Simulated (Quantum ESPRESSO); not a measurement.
The system is Ta3AsAu2O13.

```
CELL_PARAMETERS angstrom
5.72385 -0.00745 -0.00403
1.30279 6.25499 0.00561
0.27574 1.30074 8.36754
ATOMIC_POSITIONS crystal
Ta 0.21713 0.30521 0.58431
Ta 0.03325 0.11123 0.99855
Ta 0.58248 0.62145 0.50482
As 0.58707 0.89691 0.83049
Au 0.58004 0.09228 0.18613
Au 0.04485 0.82077 0.44682
O 0.66201 0.69726 0.71088
O 0.51632 0.13418 0.69625
O 0.85098 0.88773 0.91932
O 0.34466 0.87003 0.94651
O 0.73015 0.29240 0.03095
O 0.24622 0.21809 0.11075
O 0.12900 0.09398 0.49104
O 0.48032 0.38887 0.43499
O 0.05966 0.26685 0.78594
O 0.93330 0.53240 0.45645
O 0.49975 0.85161 0.34971
O 0.25256 0.62988 0.62473
O 0.91878 0.95175 0.22636
```

The cell was built by a generator and needn't be a form met in nature.

Base run:

```yaml
Program: Quantum ESPRESSO 7.5
Functional: PBE
Potentials_or_basis: SG15 PBE 1.2
Cutoff: 1197 eV
Density_cutoff: 4789 eV
k_mesh: 4 × 4 × 3
Occupations: fermi-dirac, width 0.05 eV
Spin: no spin polarisation
```

Its results: band gap on the k mesh 1.27 eV, indirect (least direct gap 1.33 eV); pressure -0.3 GPa; largest force 0.144 eV/Å.

Question: After a change of settings the same cell gave: band gap on the k mesh 1.28 eV, indirect (least direct gap 1.33 eV); pressure 1.0 GPa; largest force 0.967 eV/Å. Which change was it?
A. functional from PBE to r2SCAN
B. functional from PBE to PBEsol
C. potentials or basis from SG15 PBE 1.2 to SSSP 1.3 efficiency PBE; cutoff from 1197 eV to 816 eV; density cutoff from 4789 eV to 5987 eV; valence electrons from 202 to 160
D. potentials or basis from SG15 PBE 1.2 to PseudoDojo 0.4 FR PBE standard; cutoff from 1197 eV to 1143 eV; density cutoff from 4789 eV to 4572 eV; spin from no spin polarisation to spin-orbit coupling, no magnetisation; valence electrons from 202 to 170

Answer: C.

Caveats: spin-orbit coupling is left out, which moves the levels of the heavy elements; an odd mesh through Γ misses points on the zone boundary, where band edges often lie (some runs).
